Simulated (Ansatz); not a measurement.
**GaH₆NOSi₂: up Jacob's ladder to CCSD(T)**

The task here is to estimate one member of a computed series from the others.

The runs use Ansatz 0.2.0, Gaussian basis; functionals in def2-TZVPP, the program's frozen cores in correlated methods.

The runs, in order: LDA (SPW92), PBE-D4, revPBE-D4, BLYP-D4, r2SCAN-D4, B97M-V, PBE0-D4, B3LYP-D4, r2SCANh-D4, r2SCAN0-D4, HSE06-D4, BHLYP-D4, CAM-B3LYP-D4, LC-ωPBE, ωB97X-V, ωB97M-V, B2PLYP, PBE-QIDH; CCSD(T)/def2-SVP; CCSD(T)/def2-TZVPP; MP2/def2-QZVPP; extrapolation to the limit; RPA on PBE.

## Structure used throughout

The geometry comes from an earlier relaxation with PBE0-D4 in a triple-zeta def2 set; it is a stationary point, not always the lowest conformer.

SMILES `[NH2][Ga]1[O][SiH2][SiH2]1`, 11 atoms, charge 0, spin multiplicity 1.

Atoms are counted from 1 here; the program's logs count them from 0.

Bond lengths: N1–Ga2 1.800 Å, N1–H6 1.004 Å, N1–H7 1.006 Å, Ga2–O3 1.851 Å, Ga2–Si5 2.398 Å, O3–Si4 1.647 Å, Si4–Si5 2.366 Å, Si4–H8 1.490 Å, Si4–H9 1.490 Å, Si5–H10 1.488 Å, Si5–H11 1.488 Å. Angles: Ga2–N1–H6 124.6°, Ga2–N1–H7 122.5°, H6–N1–H7 112.9°, N1–Ga2–O3 115.9°, N1–Ga2–Si5 156.0°, O3–Ga2–Si5 88.1°, Ga2–O3–Si4 105.9°, O3–Si4–Si5 94.2°, O3–Si4–H8 112.7°, O3–Si4–H9 112.7°, Si5–Si4–H8 114.3°, Si5–Si4–H9 114.3°, H8–Si4–H9 108.3°, Ga2–Si5–Si4 71.8°, Ga2–Si5–H10 116.1°, Ga2–Si5–H11 116.0°, Si4–Si5–H10 119.7°, Si4–Si5–H11 119.6° and more.

Geometry (Å):

```
N    -1.40046    2.33338   -0.33146
Ga   -0.41261    0.83139   -0.23963
O    -0.72193   -0.24994    1.23094
Si    0.30051   -1.53084    1.07160
Si    1.23211   -0.75769   -0.96171
H    -1.34198    3.01036   -1.07119
H    -2.08270    2.57554    0.36745
H    -0.41961   -2.83013    0.96152
H     1.27544   -1.63030    2.19346
H     2.63927   -0.27446   -0.99173
H     0.93197   -1.47730   -2.22924
```

The first run:

File in.yaml:

```yaml
crystal:
  periodic: [false, false, false]
  atoms:
    - {symbol: N, position_ang: [-1.400464, 2.333376, -0.331463]}
    - {symbol: Ga, position_ang: [-0.412609, 0.831388, -0.239628]}
    - {symbol: O, position_ang: [-0.721927, -0.249939, 1.230945]}
    - {symbol: Si, position_ang: [0.300510, -1.530841, 1.071600]}
    - {symbol: Si, position_ang: [1.232112, -0.757687, -0.961711]}
    - {symbol: H, position_ang: [-1.341977, 3.010356, -1.071191]}
    - {symbol: H, position_ang: [-2.082701, 2.575537, 0.367450]}
    - {symbol: H, position_ang: [-0.419614, -2.830131, 0.961520]}
    - {symbol: H, position_ang: [1.275441, -1.630298, 2.193464]}
    - {symbol: H, position_ang: [2.639273, -0.274462, -0.991733]}
    - {symbol: H, position_ang: [0.931965, -1.477300, -2.229242]}
basis:
  gaussian: {orbitals: def2-TZVPP}
hamiltonian: {xc: lda}
output: {orbitals: {seedname: orbitals}}
```

On the command line:

```console
$ ansatz run in.yaml --threads 4 --pin off --events-out ev --progress --plain --max-ram 10444MiB
```

Among the steps run: LDA; PBE-D4 (GGA); revPBE-D4 (GGA); BLYP-D4 (GGA); r2SCAN-D4 (meta-GGA); B97M-V (meta-GGA); B3LYP-D4 (hybrid); r2SCANh-D4 (hybrid); r2SCAN0-D4 (hybrid); HSE06-D4 (hybrid); BHLYP-D4 (hybrid); CAM-B3LYP-D4 (range-separated); LC-ωPBE (range-separated); ωB97X-V (range-separated); ωB97M-V (range-separated); B2PLYP (double hybrid); PBE-QIDH (double hybrid).

One of the session's tables, all rows but one given; the rest of the session is left out.

It belongs to the step «Orbital energies across the functionals». 

| functional | HOMO (eV) | gap (eV) |
| --- | --- | --- |
| LDA (SPW92) | -6.38 | 4.29 |
| PBE-D4 | -6.23 | 4.35 |
| revPBE-D4 | -6.17 | 4.38 |
| BLYP-D4 | -6.08 | 4.35 |
| r2SCAN-D4 | -6.47 | 4.73 |
| B97M-V | -6.53 | 4.65 |
| PBE0-D4 | -7.24 | 6.11 |
| B3LYP-D4 | -7.06 | 5.76 |
| r2SCANh-D4 | -6.84 | 5.37 |
| r2SCAN0-D4 | -7.38 | 6.32 |
| HSE06-D4 | ? | ? |
| BHLYP-D4 | -8.11 | 7.83 |
| CAM-B3LYP-D4 | -8.45 | 8.35 |
| LC-ωPBE | -9.69 | 10.65 |
| ωB97X-V | -9.39 | 10.23 |
| ωB97M-V | -9.19 | 9.84 |

**Question.** Estimate the row for HSE06-D4.

As computed: HOMO (eV): -6.85; gap (eV): 5.35. In the column «HOMO (eV)» it lies between B3LYP-D4 (-7.06) and r2SCANh-D4 (-6.84).
